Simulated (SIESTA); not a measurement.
**NbTe under changes of volume**

One of the cells (22.373 Å³/atom); the others are scaled copies at fixed shape and fractional positions:

```
CELL_PARAMETERS angstrom
3.72750 0.00000 0.00000
-1.86375 3.22811 0.00000
0.00000 0.00000 3.71868
ATOMIC_POSITIONS crystal
Te 0.66667 0.33333 0.00000
Nb 0.00000 0.00000 0.50000
```

The cell comes from a database or a generator and needn't be the stable form of this composition.

```yaml
Program: SIESTA 5.4.2
Functional: PBE
Potentials_or_basis: PseudoDojo 0.4 standard (PBE files)
Basis: DZP (energy shift 0.002 Ry; radii capped at 9.5 bohr)
Grid_cutoff: 800 Ry
Energy_shift: 0.002 Ry
k_mesh: 8 × 8 × 7
Occupations: fermi-dirac, width 0.05 eV
Spin: no spin polarisation
```

```tsv
volume (Å³/atom)	energy over the lowest point (meV/atom)	pressure (GPa)
20.618	62.81	11.9
21.057	34.67	8.8
21.496	15.28	5.6
22.373	0.00	0.4
22.812	?	?
23.250	10.18	-3.9
```

Q: What does the run at 22.812 Å³/atom give?

A: Energy over the lowest point 2.07 meV/atom; pressure -1.9 GPa.

Worked out: A Birch-Murnaghan fit of order 3 (a polynomial in V^(-2/3)) to the other rows has its minimum at 22.43 Å³/atom with B0 = V·E''(V) = 117 GPa and B' = 4.7 at fixed shape and positions, which overstates the stiffness. It gives 2.24 meV/atom at 22.812 Å³/atom, against the run's 2.07, and -dE/dV = -1.9 GPa, against -1.9.

Energies are extrapolated to zero smearing.

Caveats: semicore shells carry a single zeta, which can move pressures by several GPa and volumes by a few percent; the basis of atomic orbitals isn't converged, which shifts pressures, moduli and gaps.
